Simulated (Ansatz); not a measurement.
# BFH5NSi: the cost of one run

Program: Ansatz 0.2.0, Gaussian basis. Level of theory: the settings change from run to run. These are calculated values, not measurements.

## 1. The geometry

An earlier PBE0-D4 in a triple-zeta def2 set relaxation fixed the geometry.

SMILES `NB(F)[SiH3]`, 9 atoms, charge 0, spin multiplicity 1.

Atoms are counted from 1 here; the program's logs count them from 0.

Bond lengths: N1–B2 1.391 Å, N1–H5 1.008 Å, N1–H6 1.004 Å, B2–F3 1.343 Å, B2–Si4 2.031 Å, Si4–H7 1.489 Å, Si4–H8 1.489 Å, Si4–H9 1.491 Å. Angles: B2–N1–H5 122.6°, B2–N1–H6 122.9°, H5–N1–H6 114.5°, N1–B2–F3 117.7°, N1–B2–Si4 122.7°, F3–B2–Si4 119.6°, B2–Si4–H7 111.1°, B2–Si4–H8 111.2°, B2–Si4–H9 110.7°, H7–Si4–H8 107.8°, H7–Si4–H9 108.0°, H8–Si4–H9 108.0°.

## 2. wPBEh/def2-mTZVP

Options: multiplicity 3, restricted open-shell orbitals.

File in.yaml:

```yaml
crystal:
  periodic: [false, false, false]
  atoms:
    - {symbol: N, position_ang: [0.573750, 1.486291, -0.437476]}
    - {symbol: B, position_ang: [0.625213, 0.096376, -0.469445]}
    - {symbol: F, position_ang: [1.592837, -0.476349, -1.204614]}
    - {symbol: Si, position_ang: [-0.693105, -1.074014, 0.538471]}
    - {symbol: H, position_ang: [1.228100, 2.065449, -0.940358]}
    - {symbol: H, position_ang: [-0.115755, 1.994775, 0.086309]}
    - {symbol: H, position_ang: [-1.468532, -1.934978, -0.396991]}
    - {symbol: H, position_ang: [0.008292, -1.965654, 1.502935]}
    - {symbol: H, position_ang: [-1.662199, -0.238096, 1.304169]}
basis:
  gaussian: {orbitals: def2-mTZVP}
magnetization: {spin_polarized: false, initial_magnetization: 2}
hamiltonian: {xc: {name: wPBEh}}
```

Command:

```sh
ansatz run in.yaml --threads 2 --pin off --events-out ev --progress --plain --max-ram 4352MiB
```

**Question.** How long does this run take on 2 threads of Arm Neoverse V2, shared host, and how much memory does it need?

About 12 s, with a peak of 0.32 GiB.
